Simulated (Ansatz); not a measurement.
# NbRh: response to strain

Aim: deform NbRh (equal xx and yy strain of -2 %) and compute stress, forces and field gradients with LAPW, PAW and all-electron datasets made for the crystal.

Method: DFT PBEsol, scalar-relativistic, in Ansatz 0.2.0.

## Step 1: The starting structure

The structure is tetragonal, space group P4/mmm (No. 123). Conventional cell: a = 2.842 Å, b = 2.842 Å, c = 3.809 Å, α = 90.00°, β = 90.00°, γ = 90.00°. Nb (site symmetry 4/mmm) has 8 Rh at 2.77 Å and 4 Nb at 2.84 Å as nearest neighbours. Rh (site symmetry 4/mmm) is surrounded by 8 Nb at 2.77 Å and 4 Rh at 2.84 Å.

Coordinates:

```
CELL_PARAMETERS angstrom
2.84200 0.00000 0.00000
0.00000 2.84200 0.00000
0.00000 0.00000 3.80900
ATOMIC_POSITIONS crystal
Nb 0.00000 0.00000 0.00000
Rh 0.50000 0.50000 0.50000
```

Atoms are numbered in the order of the input: Nb1, Rh2.

## Step 2: The deformed structure

Space group P4/mmm before, P4/mmm after.

## Step 3: All-electron LAPW

Input file input.yaml:

```yaml
crystal:
  lattice:
    - [2.78516, 0.0, 0.0]
    - [0.0, 2.78516, 0.0]
    - [0.0, 0.0, 3.809]
  atoms:
    - { symbol: Nb, position: [0.0, 0.0, 0.0] }
    - { symbol: Rh, position: [0.5, 0.5, 0.5] }
kpoints:
  mp_grid: { grid: [14, 14, 11] }
  band_path:
    path:
      - [0.0, 0.0, 0.0]
      - [0.0, 0.5, 0.0]
      - [0.5, 0.5, 0.0]
      - [0.0, 0.0, 0.0]
      - [0.0, 0.0, 0.5]
      - [0.0, 0.5, 0.5]
      - [0.5, 0.5, 0.5]
      - [0.0, 0.0, 0.5]
      - [0.0, 0.5, 0.0]
    npoints: 5
scf:
  occupations: { method: fermi_dirac, width: 0.05 }
hamiltonian:
  xc: pbesol
  pseudopotentials: { kind: all_electron, lapw: { basis_error: 0.001 } }
output:
  forces: true
  stress: true
  eigenvalues: true
```

Command:

```bash
ansatz run input.yaml --threads 1 --pin off --max-ram 3072MiB --backend cpu --events-out ev --progress --plain --runs-dir out
```

## Step 4: Frozen-core PAW

Input file input.yaml:

```yaml
crystal:
  lattice:
    - [2.78516, 0.0, 0.0]
    - [0.0, 2.78516, 0.0]
    - [0.0, 0.0, 3.809]
  atoms:
    - { symbol: Nb, position: [0.0, 0.0, 0.0] }
    - { symbol: Rh, position: [0.5, 0.5, 0.5] }
kpoints:
  mp_grid: { grid: [14, 14, 11] }
scf:
  occupations: { method: fermi_dirac, width: 0.05 }
hamiltonian:
  xc: pbesol
  pseudopotentials: { kind: paw }
output:
  forces: true
  stress: true
  eigenvalues: true
  efg: { contact_densities: true }
  write_density: true
  write_potential: true
  elf: true
  volumetric_format: npy
```

## Step 5: All-electron PAW on datasets made for the crystal

Changes to input.yaml since step 4:

```diff
@@ -14,3 +14,3 @@
   xc: pbesol
-  pseudopotentials: { kind: paw }
+  pseudopotentials: { kind: all_electron, datasets: crystal }
 output:
@@ -20,5 +20 @@
   efg: { contact_densities: true }
-  write_density: true
-  write_potential: true
-  elf: true
-  volumetric_format: npy
```

(Steps that only read results are left out.)

**Question.** What will these runs give? Wanted: pressure; largest shear or deviatoric stress.

As calculated:

```
                                 quantity                                           value
                                 pressure  LAPW 9.59, PAW 9.58, crystal datasets 9.60 GPa
largest shear or deviatoric stress (LAPW)                                        0.57 GPa
```

**Reading.** The largest part of the stress beyond the pressure is 0.57 GPa in size, in the zz component; the atoms are carried along and not relaxed. No run of the undeformed cell stands beside it, so the pressure holds what the given cell had before the change. PAW: stress within 0.02 GPa of LAPW. Crystal datasets: stress within 0.01 GPa of LAPW.
